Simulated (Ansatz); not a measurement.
**CH4AlBN+ (SMILES [BH2][AlH][C]#[NH+]): one structure at several levels**

An exercise on one series of results from a longer session: the logs are not shown, and one member is left open.

Computed with Ansatz 0.2.0, Gaussian basis. Level: single points in def2-TZVPP.

Correlated methods freeze the cores.

**The system as given**

SMILES `[BH2][AlH][C]#[NH+]`, 8 atoms, charge 1, spin multiplicity 1.

Atoms are counted from 1 here; the program's logs count them from 0.

Bond lengths: B1–Al2 2.125 Å, B1–H5 1.109 Å, B1–H6 1.197 Å, Al2–C3 2.106 Å, Al2–H7 1.639 Å, C3–N4 1.102 Å, N4–H8 0.951 Å. Angles: Al2–B1–H5 119.8°, Al2–B1–H6 122.0°, H5–B1–H6 117.6°, B1–Al2–C3 139.5°, B1–Al2–H7 142.7°, C3–Al2–H7 77.7°, Al2–C3–N4 152.8°, C3–N4–H8 175.5°.

As a file:

| atom | x (Å) | y (Å) | z (Å) |
| --- | --- | --- | --- |
| B1 | -0.57490 | 2.23900 | 0.43410 |
| Al2 | 0.25200 | 0.28270 | 0.35780 |
| C3 | -0.07280 | -1.55550 | -0.61740 |
| N4 | 0.19290 | -2.59750 | -0.86000 |
| H5 | -0.27340 | 2.99520 | -0.31900 |
| H6 | -1.47590 | 2.51820 | 1.17110 |
| H7 | 1.40720 | -0.67170 | 1.02100 |
| H8 | 0.41720 | -3.47750 | -1.14160 |

Set-up of the first run:

run/in.yaml reads:

```yaml
crystal:
  periodic: [false, false, false]
  atoms:
    - {symbol: B, position_ang: [-0.574900, 2.239000, 0.434100]}
    - {symbol: Al, position_ang: [0.252000, 0.282700, 0.357800]}
    - {symbol: C, position_ang: [-0.072800, -1.555500, -0.617400]}
    - {symbol: N, position_ang: [0.192900, -2.597500, -0.860000]}
    - {symbol: H, position_ang: [-0.273400, 2.995200, -0.319000]}
    - {symbol: H, position_ang: [-1.475900, 2.518200, 1.171100]}
    - {symbol: H, position_ang: [1.407200, -0.671700, 1.021000]}
    - {symbol: H, position_ang: [0.417200, -3.477500, -1.141600]}
basis:
  gaussian: {orbitals: def2-TZVPP}
total_charge: 1
correlation: {method: ccsd_t}
output: {forces: true}
```

The command line of these runs was not kept.

Steps of the session up to this table: CCSD(T)/def2-TZVPP; PBE0-D4/def2-TZVPP; wB97M-V/def2-TZVPP; r2SCAN-D4/def2-TZVPP; PBE-D4/def2-TZVPP; SPW92/def2-TZVPP; CAM-B3LYP-D4/def2-TZVPP.

One of the session's tables, all rows but one given; the rest of the session is left out.

| method | RMS force component (eV/Å) | angle to CCSD(T) forces (°) |
| --- | --- | --- |
| CCSD(T) | 2.065 | reference |
| PBE0-D4 | 1.791 | 6.1 |
| wB97M-V | 1.740 | 6.4 |
| r2SCAN-D4 | 1.897 | 3.9 |
| PBE-D4 | ? | ? |
| SPW92 | 1.988 | 9.3 |
| CAM-B3LYP-D4 | 1.651 | 9.8 |

**Question.** Estimate the row for PBE-D4.

As computed: RMS force component (eV/Å): 2.130; angle to CCSD(T) forces (°): 4.0. In the column «RMS force component (eV/Å)» it is the highest.
